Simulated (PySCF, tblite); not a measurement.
# C2H5B3O2S: geometry, infrared bands and NMR shifts

What infrared bands and NMR shifts should C2H5B3O2S (`C=CB1OBSBO1`) show?

The runs use tblite 0.8.0 and PySCF 2.14.0, with density-fitted response routines of our own; the level of theory stands in each step. All values are computed, except where a source is named. Atoms count from 0, in the outputs and in this text.

**1. Starting geometry**

13 atoms, charge 0, multiplicity 1; geometry from: force field or distance geometry start.

Bonds of the start (Å): C0–C1 1.33, C1–B2 1.57, B2–O3 1.48, O3–B4 1.46, B4–S5 1.89, S5–B6 1.90, B6–O7 1.46, O7–B2 1.47, C0–H8 1.08, C0–H9 1.09, C1–H10 1.08, B4–H11 1.20, B6–H12 1.20.

**2. Optimising the geometry with GFN2-xTB**

What the job is given:

```
{"job": {"kind": "relax", "xc": "GFN2-xTB", "basis": "xTB"}, "charge": 0, "multiplicity": 1}
C      2.511300     0.191900     0.039000
C      1.517800    -0.666300    -0.197900
B      0.046800    -0.135700    -0.109500
O     -0.542600     0.155400    -1.435400
B     -2.001600     0.036800    -1.427900
S     -2.868700     0.861400     0.033000
B     -1.644400     0.662400     1.469800
O     -0.228200     0.653800     1.098800
H      2.363400     1.231400     0.272800
H      3.518300    -0.215700    -0.016400
H      1.743500    -1.702800    -0.416800
H     -2.435800    -1.046600    -1.723300
H     -1.984100    -0.025400     2.396000
```

Launch:

```bash
$ OMP_NUM_THREADS=1 python probes_run.py task.json out
```

This one command runs all jobs of the session in turn.

**Question.** This job is followed by: GFN2-xTB harmonic vibrations, gas phase; GIAO PBE0/pcSseg-1 NMR shielding, non-relativistic, gas phase. What will the session give for the following? strongest single infrared mode (GFN2-xTB); zero-point energy (GFN2-xTB); 13C shifts against TMS (PBE0/pcSseg-1); 1H shifts against TMS (PBE0/pcSseg-1, means over atoms taken as alike); 11B shifts against BF3·OEt2 (PBE0/pcSseg-1, means over atoms taken as alike); 17O shifts against H2O (PBE0/pcSseg-1, means over atoms taken as alike); 33S shifts against CS2 (PBE0/pcSseg-1); surface potential, 1st and 99th percentile.

As calculated:

| quantity | value |
| --- | --- |
| strongest single infrared mode (GFN2-xTB) | 1320 cm⁻¹, 995 km/mol |
| zero-point energy (GFN2-xTB) | 51.3 kcal/mol |
| 13C shifts against TMS (PBE0/pcSseg-1) | 153.5, 139.1 ppm |
| 1H shifts against TMS (PBE0/pcSseg-1, means over atoms taken as alike) | 7.15, 6.92, 6.49, 6.01 ppm |
| 11B shifts against BF3·OEt2 (PBE0/pcSseg-1, means over atoms taken as alike) | 44.0, 22.9 ppm |
| 17O shifts against H2O (PBE0/pcSseg-1, means over atoms taken as alike) | 227.2 ppm |
| 33S shifts against CS2 (PBE0/pcSseg-1) | 32 ppm |
| surface potential, 1st and 99th percentile | -0.69 V and 1.37 V |

In words: Over 113 steps the energy fell by 3.030 eV; of the close pairs, B6–O7 changed most, 1.464 to 1.333 Å. No mode is imaginary among the 33: a minimum at this level. The strongest single mode, at 1320 cm⁻¹, is spread over several atoms, O3, O7, B6, B4 among them. Unscaled tight-binding wavenumbers are off by several per cent, some by more. Its intensities can rank the bands wrongly. The most deshielded carbon is C0 (terminal =CH2 carbon), at 153.5 ppm: an sp2 carbon of a C=C bond. At PBE0/pcSseg-1: The widest tensor belongs to S5: span 673 ppm, with a paramagnetic part of -588 ppm. By nearest atom (PBE0/pcSseg-1), the HOMO sits on S5 31 %; C0, C1 about 24 % each and the LUMO on B2 27 %; C0 22 %.
